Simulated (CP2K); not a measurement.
**GeSiH5OF (SMILES [F][GeH2][O][SiH3]) at IPEA1-xTB**

What is the energy difference between two shapes of GeSiH5OF at IPEA1-xTB? 

The calculation is run with CP2K 2026.2.

2 further runs of the same task are left out: 2 that didn't finish.

### Step 1. Starting point

GeSiH5OF has 9 atoms, charge 0, and is taken as a singlet. As SMILES, `[F][GeH2][O][SiH3]`. The shape is that of a PBE0-D4/def2-TZVP optimisation. This is one conformer, not always the lowest.

Bond lengths: F1–Ge2 1.735 Å, Ge2–O3 1.752 Å, O3–Si4 1.642 Å, Ge2–H5 1.527 Å, Ge2–H6 1.532 Å, Si4–H7 1.484 Å, Si4–H8 1.489 Å, Si4–H9 1.484 Å. Some angles: F1–Ge2–O3 106.4°, Ge2–O3–Si4 135.5°, F1–Ge2–H5 107.6°, F1–Ge2–H6 106.3°, O3–Ge2–H5 107.7°, O3–Ge2–H6 110.5°, O3–Si4–H7 110.6°, O3–Si4–H8 110.4°, O3–Si4–H9 107.8°, H5–Ge2–H6 117.7°.

### Step 2. The energy at IPEA1-xTB

qs.inp

```
&FORCE_EVAL
    METHOD QUICKSTEP
    &DFT
        CHARGE 0
        MULTIPLICITY 1
        &QS
            METHOD XTB
            EPS_DEFAULT 1.0E-10
            &XTB
                GFN_TYPE TBLITE
                &TBLITE
                    METHOD IPEA1
                &END TBLITE
                CHECK_ATOMIC_CHARGES F
            &END XTB
        &END QS
        ! isolated system
        &POISSON
            PERIODIC NONE
            POISSON_SOLVER ANALYTIC
        &END POISSON
        &SCF
            SCF_GUESS ATOMIC
            EPS_SCF 1.0E-06
            MAX_SCF 150
            ADDED_MOS 2
            &DIAGONALIZATION
                ALGORITHM STANDARD
            &END DIAGONALIZATION
            &MIXING
                METHOD DIRECT_P_MIXING
                ALPHA 0.4
            &END MIXING
            &SMEAR ON
                METHOD FERMI_DIRAC
                ELECTRONIC_TEMPERATURE [K] 300
            &END SMEAR
        &END SCF
        &PRINT
            &MOMENTS
                PERIODIC F
                REFERENCE COM
                MAX_MOMENT 1
            &END MOMENTS
            &MO ON
                ENERGIES T
                OCCUPATION_NUMBERS T
                NDIGITS 6
                &EACH
                    QS_SCF 0
                &END EACH
                ADD_LAST NUMERIC
            &END MO
            &HIRSHFELD OFF
            &END HIRSHFELD
        &END PRINT
    &END DFT
    &SUBSYS
        ! vacuum box
        &CELL
            ABC [angstrom] 12 12.3 12.8
            PERIODIC NONE
        &END CELL
        &COORD
            F      5.834500     8.318150     5.967050
            Ge     5.430500     6.700850     5.485050
            O      6.518300     5.638850     6.355950
            Si     6.905600     5.396350     7.933550
            H      5.746000     6.569250     3.996650
            H      3.983200     6.468450     5.929950
            H      8.016800     6.291750     8.342050
            H      5.725900     5.659650     8.803350
            H      7.326200     3.981850     8.085550
        &END COORD
    &END SUBSYS
&END FORCE_EVAL

&GLOBAL
    PROJECT qs
    RUN_TYPE ENERGY
    PRINT_LEVEL MEDIUM
&END GLOBAL
```

Run with:

```sh
$ OMP_NUM_THREADS=1 cp2k.psmp -i qs.inp > qs.out 2>&1
```

The program printed:

```text
CP2K| version string:                                       CP2K version 2026.2
[...]
 GLOBAL| Method name                                                        CP2K
[...]
 GLOBAL| Run type                                                         ENERGY
[...]
                             - Atoms:                                          9
[...]
                             - Spherical basis functions:                     38
[...]
 Number of electrons:                                                         26
[...]
  *** SCF run converged in    15 steps ***
[...]
  Fermi energy:                                                -0.31757435448118
[...]
 TB_DIPOLE| Moment [Debye]         -0.39489203      -1.65028621       0.56738319
 TB_DIPOLE| Derivative [a.u.]       0.00000000       0.00000000       0.00000000
[...]
 ENERGY| Total FORCE_EVAL ( QS ) energy [hartree]            -17.204582774445893
[...]
```

Run time: 0.22 s. Hardware: 1 thread of Arm Neoverse V2, shared host.

### Step 3. The distorted shape at the same level

run.inp

```
&FORCE_EVAL
    METHOD Quickstep
    &DFT
        &QS
            METHOD XTB
            EPS_DEFAULT 1.0E-10
            &XTB
                GFN_TYPE TBLITE
                &TBLITE
                    METHOD IPEA1
                &END TBLITE
                CHECK_ATOMIC_CHARGES F
            &END XTB
        &END QS
        &POISSON
            PERIODIC NONE
            POISSON_SOLVER ANALYTIC
        &END POISSON
        # self-consistent field
        &SCF
            SCF_GUESS ATOMIC
            EPS_SCF 1.0E-06
            MAX_SCF 150
            ADDED_MOS 2
            &DIAGONALIZATION
                ALGORITHM STANDARD
            &END DIAGONALIZATION
            &MIXING
                METHOD DIRECT_P_MIXING
                ALPHA 0.4
            &END MIXING
            &SMEAR ON
                METHOD FERMI_DIRAC
                ELECTRONIC_TEMPERATURE [K] 300
            &END SMEAR
        &END SCF
        &PRINT
            &MOMENTS
                PERIODIC F
                REFERENCE COM
                MAX_MOMENT 1
            &END MOMENTS
            &MO ON
                ENERGIES T
                OCCUPATION_NUMBERS T
                NDIGITS 6
                &EACH
                    QS_SCF 0
                &END EACH
                ADD_LAST NUMERIC
            &END MO
            &HIRSHFELD OFF
            &END HIRSHFELD
        &END PRINT
    &END DFT
    # structure
    &SUBSYS
        # box in angstrom
        &CELL
            ABC 12 12.3 12.8
            PERIODIC NONE
        &END CELL
        &COORD
            F      5.836179     8.308232     6.011970
            Ge     5.410314     6.726640     5.476580
            O      6.493190     5.667307     6.376358
            Si     6.876647     5.404134     7.965950
            H      5.771895     6.566506     3.984482
            H      3.981126     6.450322     5.933660
            H      8.018874     6.318714     8.331228
            H      5.723548     5.674844     8.815518
            H      7.307605     3.991768     8.109246
        &END COORD
    &END SUBSYS
&END FORCE_EVAL

&GLOBAL
    PROJECT_NAME run
    RUN_TYPE ENERGY
    PRINT_LEVEL MEDIUM
&END GLOBAL
```

Run with:

```sh
$ OMP_NUM_THREADS=1 cp2k.psmp run.inp > run.out
```

The program printed:

```text
CP2K| version string:                                       CP2K version 2026.2
[...]
 GLOBAL| Method name                                                        CP2K
[...]
 GLOBAL| Run type                                                         ENERGY
[...]
                             - Atoms:                                          9
[...]
                             - Spherical basis functions:                     38
[...]
 Number of electrons:                                                         26
[...]
  *** SCF run converged in    18 steps ***
[...]
  Fermi energy:                                                -0.31316790306171
[...]
 TB_DIPOLE| Moment [Debye]         -0.50130077      -1.56384905       0.46261947
 TB_DIPOLE| Derivative [a.u.]       0.00000000       0.00000000       0.00000000
[...]
 ENERGY| Total FORCE_EVAL ( QS ) energy [hartree]            -17.202219615650318
[...]
```

It took 0.22 s on 1 thread of Arm Neoverse V2, shared host.

### Step 4. Results

Level: IPEA1-xTB.

```
                                                  quantity         value
                                 first shape: total energy  -17.20458 Eh
    first shape: dipole moment (from atomic charges alone)        1.79 D
                                  first shape: HOMO energy     -13.00 eV
                                  first shape: LUMO energy      -7.75 eV
                                first shape: HOMO–LUMO gap       5.25 eV
                             distorted shape: total energy  -17.20222 Eh
distorted shape: dipole moment (from atomic charges alone)        1.71 D
                              distorted shape: HOMO energy     -12.95 eV
                              distorted shape: LUMO energy      -7.63 eV
                            distorted shape: HOMO–LUMO gap       5.33 eV
                    energy change with the atoms displaced      0.064 eV
```

What this shows: With the atoms displaced the energy rises by 0.06 eV (1.5 kcal/mol). The first shape isn't relaxed at this level, so the change isn't measured from a minimum. The dipole (first shape) comes from point charges on the atoms alone, without atomic dipoles, so it is partial. The dipole (distorted shape) comes from point charges on the atoms alone, without atomic dipoles, so it is partial.
